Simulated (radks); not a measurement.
# Au³⁺ in [Xe] 4f14 5d6 6p2: an all-electron calculation

What are the levels of the gold ion Au3+, how large are its shells, and how does its energy divide?

The numbers are computed with radks (a radial shooting solver on a logarithmic mesh, Libxc functionals) version 1 (Dirac Kohn-Sham, PBE, spin-unpolarised, spherical densities, finite nucleus; open shells fill j = l - 1/2 first), except any that are marked as measured or tabulated.

## Step 1: The system

```
element            : gold (Z = 79)
charge             : +3
electrons          : 76
configuration      : [Xe] 4f14 5d6 6p2
nuclear rms radius : 5.4371 fm
```

## Step 2: Self-consistent calculation

Settings of this run:

```text
Z 79
configuration [Xe] 4f14 5d6 6p2 6s0 5f0
relativity Dirac
functional pbe,pbe
spin unpolarised
j_filling energy
nucleus finite rms 5.4371 fm
c 137.035999084
```

Started as:

```console
> python run_ks.py task.json out
```

The same process makes all the runs of this session.

**Question.** What will this run give?

As calculated:

| quantity | value |
| --- | --- |
| total energy | -19040.2550 hartree |
| exchange-correlation share of it | 1.91 % |
| −T/E | 1.1481 |
| highest occupied level | 6p1/2, -28.689 eV |
| most extended occupied level | 6p1/2, <r> = 2.50 bohr |
| radius at density 0.001 e/bohr³ | 3.95 bohr |
| maxima of the radial density | 4 |

What this shows: The radial density shows 4 maxima for 6 occupied principal shells; where shells overlap, one shows as a shoulder or not at all. Relativity lifts −T/E to 1.148. This is not the tabulated ground configuration, so its levels and sizes aren't those of the ground state, and no measured value stands beside it.
